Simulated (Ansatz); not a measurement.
# CH4OSe: functionals against CCSD(T) at one geometry

The task here is to estimate one member of a computed series from the others.

The runs use Ansatz 0.2.0, Gaussian basis; single points in def2-TZVPP.

Cores are frozen in the correlated methods. Filled d shells of the heavier atoms are correlated. B3LYP uses VWN-RPA correlation.

### Starting geometry

SMILES `OC[SeH]`, 7 atoms, charge 0, spin multiplicity 1.

Atoms are counted from 1 here; the program's logs count them from 0.

Bond lengths: O1–C2 1.403 Å, O1–H4 1.059 Å, C2–Se3 1.984 Å, C2–H5 1.075 Å, C2–H6 1.077 Å, Se3–H7 1.452 Å. Angles: C2–O1–H4 107.7°, O1–C2–Se3 111.3°, O1–C2–H5 111.1°, O1–C2–H6 103.9°, Se3–C2–H5 109.7°, Se3–C2–H6 110.3°, H5–C2–H6 110.5°, C2–Se3–H7 93.0°.

As a file:

```xyz
7
CH4OSe
O    -1.21360    0.48120   -0.78320
C    -0.15920    0.35690    0.13340
Se    1.26190   -0.84220   -0.55870
H    -1.67540   -0.46720   -0.87400
H    -0.51150   -0.00890    1.08080
H     0.21650    1.36160    0.23350
H     1.98250   -0.84070    0.70170
```

Set-up of the first run:

run/in.yaml reads:

```yaml
crystal:
  periodic: [false, false, false]
  atoms:
    - {symbol: O, position_ang: [-1.213600, 0.481200, -0.783200]}
    - {symbol: C, position_ang: [-0.159200, 0.356900, 0.133400]}
    - {symbol: Se, position_ang: [1.261900, -0.842200, -0.558700]}
    - {symbol: H, position_ang: [-1.675400, -0.467200, -0.874000]}
    - {symbol: H, position_ang: [-0.511500, -0.008900, 1.080800]}
    - {symbol: H, position_ang: [0.216500, 1.361600, 0.233500]}
    - {symbol: H, position_ang: [1.982500, -0.840700, 0.701700]}
basis:
  gaussian: {orbitals: def2-TZVPP}
correlation: {method: ccsd_t}
output: {forces: true}
```

The command line of these runs was not kept.

Steps of the session up to this table: CCSD(T)/def2-TZVPP; PBE0-D4/def2-TZVPP; wB97M-V/def2-TZVPP; r2SCAN-D4/def2-TZVPP; PBE-D4/def2-TZVPP; B3LYP-D4/def2-TZVPP; BHLYP-D4/def2-TZVPP.

One of the session's tables, all rows but one given; the rest of the session is left out.

| method | RMS force component (eV/Å) | angle to CCSD(T) forces (°) | dipole (D) |
| --- | --- | --- | --- |
| CCSD(T) | 1.156 | reference | 1.71 |
| PBE0-D4 | 1.193 | 8.2 | 1.73 |
| wB97M-V | 1.177 | 3.5 | 1.71 |
| r2SCAN-D4 | 1.126 | 6.2 | 1.74 |
| PBE-D4 | 1.042 | 11.4 | 1.65 |
| B3LYP-D4 | ? | ? | ? |
| BHLYP-D4 | 1.332 | 10.6 | 1.79 |

Estimate the missing values for B3LYP-D4.

As computed: RMS force component (eV/Å): 1.147; angle to CCSD(T) forces (°): 6.5; dipole (D): 1.70. In the column «RMS force component (eV/Å)» it lies between r2SCAN-D4 (1.126) and CCSD(T) (1.156).
